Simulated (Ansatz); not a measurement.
# Sn3O4: the cost of one run

Method: DFT PBEsol, scalar-relativistic, plane waves, PAW, in Ansatz 0.2.0.

## 1. The structure to begin with

It takes space group P2/c (No. 13, monoclinic). Conventional cell: a = 7.191 Å, b = 5.854 Å, c = 6.104 Å, α = 90.00°, β = 90.12°, γ = 90.00°. Sn (site symmetry 1) is surrounded by 4 O at 2.09 to 2.11 Å. Sn (site symmetry -1) has 4 O at 2.24 to 2.27 Å as nearest neighbours. O (site symmetry 1) has 3 Sn at 2.09 to 2.24 Å as nearest neighbours. O (site symmetry 1) is surrounded by 3 Sn at 2.11 to 2.27 Å.

Structure file:

```
CELL_PARAMETERS angstrom
7.19130 0.00000 0.00000
0.00000 5.85391 0.00000
-0.01252 0.00000 6.10358
ATOMIC_POSITIONS crystal
Sn 0.79950 0.49933 0.24148
Sn 0.20050 0.49933 0.25852
Sn 0.20050 0.50067 0.75852
Sn 0.79950 0.50067 0.74148
Sn 0.50000 0.00000 0.00000
Sn 0.50000 0.00000 0.50000
O 0.71115 0.28128 0.99128
O 0.28885 0.28128 0.50872
O 0.28885 0.71872 0.00872
O 0.71115 0.71872 0.49128
O 0.27110 0.26742 0.00786
O 0.72889 0.26742 0.49214
O 0.72889 0.73259 0.99214
O 0.27110 0.73259 0.50786
```

The structure comes from the Materials Project (structure only).

(A quick probe on a coarse mesh, which set the mesh and smearing, is not shown.)

## 3. The relaxation

Contents of input.yaml:

```yaml
crystal:
  lattice:
    - [7.1913031934, 0.0, 0.0]
    - [0.0, 5.853911, 0.0]
    - [-0.0125185956, 0.0, 6.1035832659]
  atoms:
    - { symbol: Sn, position: [0.799496, 0.499326, 0.241482] }
    - { symbol: Sn, position: [0.200504, 0.499326, 0.258518] }
    - { symbol: Sn, position: [0.200504, 0.500674, 0.758518] }
    - { symbol: Sn, position: [0.799496, 0.500674, 0.741482] }
    - { symbol: Sn, position: [0.5, 0.0, 0.0] }
    - { symbol: Sn, position: [0.5, 0.0, 0.5] }
    - { symbol: O, position: [0.711148, 0.281283, 0.991283] }
    - { symbol: O, position: [0.288852, 0.281283, 0.508717] }
    - { symbol: O, position: [0.288852, 0.718717, 0.008717] }
    - { symbol: O, position: [0.711148, 0.718717, 0.491283] }
    - { symbol: O, position: [0.271105, 0.267415, 0.007864] }
    - { symbol: O, position: [0.728895, 0.267415, 0.492136] }
    - { symbol: O, position: [0.728895, 0.732585, 0.992136] }
    - { symbol: O, position: [0.271105, 0.732585, 0.507864] }
basis:
  ecutwfc: 420
kpoints:
  mp_grid: { grid: [6, 6, 6] }
hamiltonian:
  xc: pbesol
scf:
  occupations: { method: gaussian, width: 0.1 }
output:
  forces: true
  stress: true
  eigenvalues: true
relax:
  adjacent_minimum: "off"
  f_tol: 0.005
  max_steps: 80
  cell: { stress_tol: 0.05 }
```

On the command line:

```bash
$ ansatz run input.yaml --threads 4 --pin off --max-ram 12288MiB --backend cpu --events-out ev --progress --plain --runs-dir out
```

**Question.** How long does this run take on 4 threads of Arm Neoverse V2, shared host, and how much memory does it need?

About 5.8 min, with a peak of 1.5 GiB.
